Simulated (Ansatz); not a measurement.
**CH3BF2O: single point from an input written key by key**

A script is to give a single point from an input written key by key; the system is CH3BF2O.

Program: Ansatz 0.2.0 through its Python package. Level of theory: B3LYP/cc-pVDZ. These are calculated values, not measurements.

## (1) Starting point

Bond lengths: B1–C2 1.520 Å, C2–O3 1.397 Å, C2–F4 1.397 Å, C2–F5 1.382 Å, B1–H6 1.222 Å, B1–H7 1.214 Å, O3–H8 1.039 Å. Angles: B1–C2–O3 108.6°, B1–C2–F4 110.7°, B1–C2–F5 109.0°, O3–C2–F4 111.3°, O3–C2–F5 111.6°, F4–C2–F5 105.6°, C2–B1–H6 123.5°, C2–B1–H7 121.9°, H6–B1–H7 114.6°, C2–O3–H8 102.8°.

No structure file is read: the coordinates are typed or built in the script.

## (2) The script

Input file deck_ch3bf2o.py:

```python
"""Run CH3BF2O from an input written out key by key."""

import logging
import sys

import ansatz

logging.basicConfig(stream=sys.stdout, format="[%(levelname)s] %(message)s")
log = logging.getLogger("run")
log.setLevel(logging.INFO)

DECK = """
crystal:
  periodic: [false, false, false]
  atoms:
    - { symbol: B, position_ang: [-0.7117, 0.7866, -0.4253] }
    - { symbol: C, position_ang: [0.3602, -0.2082, -0.012] }
    - { symbol: O, position_ang: [-0.1321, -0.9795, 1.0439] }
    - { symbol: F, position_ang: [0.7336, -1.0085, -1.0944] }
    - { symbol: F, position_ang: [1.5008, 0.4828, 0.3505] }
    - { symbol: H, position_ang: [-1.7974, 0.8765, 0.1279] }
    - { symbol: H, position_ang: [-0.5354, 1.5845, -1.3237] }
    - { symbol: H, position_ang: [0.6741, -1.5914, 1.2774] }
basis:
  gaussian: { orbitals: cc-pVDZ }
hamiltonian:
  xc: b3lyp
"""

session = ansatz.Session.from_yaml(DECK)
r = session.plan(threads=1).execute().report

log.info(f"E = {r['free_energy_ev']:.6f} eV = {r['free_energy_ev'] / 27.211386246:.7f} Ha")
print("converged:", r["converged"], " doubts:", r["published_state_doubts"] or "none")
symbols = ["B", "C", "O", "F", "F", "H", "H", "H"]
```

## (3) Running it

Run with:

```console
$ python deck_ch3bf2o.py
```

The program printed:

```text
[INFO] E = -9242.341414 eV = -339.6497823 Ha
converged: True  doubts: none
```

It took 2.1 s on 1 thread of Arm Neoverse V1, shared host; peak memory 0.2 GiB.

Lines on the test bed's own set-up are left out of the output.

## (4) What the engine kept of the run

The report of the run holds:

```
             item        value
SCF cycles in all           16
         orbitals           85
total energy (eV)  -9242.34141
```

## (5) The command-line twin

Run from a file, the same calculation prints its log.

Input file input.yaml:

```yaml
crystal:
  periodic: [false, false, false]
  atoms:
    - { symbol: B, position_ang: [-0.7117, 0.7866, -0.4253] }
    - { symbol: C, position_ang: [0.3602, -0.2082, -0.012] }
    - { symbol: O, position_ang: [-0.1321, -0.9795, 1.0439] }
    - { symbol: F, position_ang: [0.7336, -1.0085, -1.0944] }
    - { symbol: F, position_ang: [1.5008, 0.4828, 0.3505] }
    - { symbol: H, position_ang: [-1.7974, 0.8765, 0.1279] }
    - { symbol: H, position_ang: [-0.5354, 1.5845, -1.3237] }
    - { symbol: H, position_ang: [0.6741, -1.5914, 1.2774] }
basis:
  gaussian: { orbitals: cc-pVDZ }
hamiltonian:
  xc: b3lyp
```

Run with:

```console
$ ansatz run input.yaml --threads 1 --pin off --max-ram 4096MiB --backend cpu --events-out ev --progress --plain --runs-dir out
```

The program printed:

```text
Warning: RAYON_NUM_THREADS=1 ignored (pool sized by the plan → 1); use --threads N
Engine: ansatz 0.2.0, aarch64-unknown-linux-gnu
Functional definition: B3LYP
  parameter a0 = 0.2
  parameter ax = 0.72
  parameter ac = 0.81
  exchange = (1 - a0 - ax)*slater_x + ax*b88_x + a0*exact_x
  correlation = (1 - ac)*vwn_rpa_c + ac*lyp_c
915 factors; their error is unknown
mean field evaluation 1: about -9239.0941 eV, gradient 4.4e1 eV
mean field evaluation 2: about -9235.5549 eV, gradient 6.4e1 eV
mean field evaluation 4: about -9242.3549 eV, gradient 2.4e0 eV
mean field evaluation 8: about -9242.3628 eV, gradient 3.3e-2 eV
mean field evaluation 16: about -9242.3412 eV, gradient 2.6e-5 eV
mean field -9242.34121636 eV, -339.6497750174 hartree, gradient 2.6e-5 eV, S^2 0.000000; 0 other end points of the search recorded, 0 dependent functions left out
reference -9242.34141407 eV, -339.6497822829 hartree; 20, 20 occupied and 65, 65 virtual orbitals, 915 factors
Total energy: -9242.34141407 eV, -339.6497822829 hartree
```

Run time: 2 s. Hardware: 1 thread of Arm Neoverse V1, shared host; peak memory 0.15 GiB.

Script and command line differ by 0.000 meV in the energy.

## (6) Outcome

```
    quantity          value
total energy  -9242.3414 eV
```

**Reading.** The run converged in 16 cycles with 85 orbitals. The geometry is a force-field or estimated start, not a minimum of this method, and the basis set is short of its limit. b3lyp holds the VWN-RPA fit, as in Gaussian; the form of ORCA and Turbomole is b3lyp5.
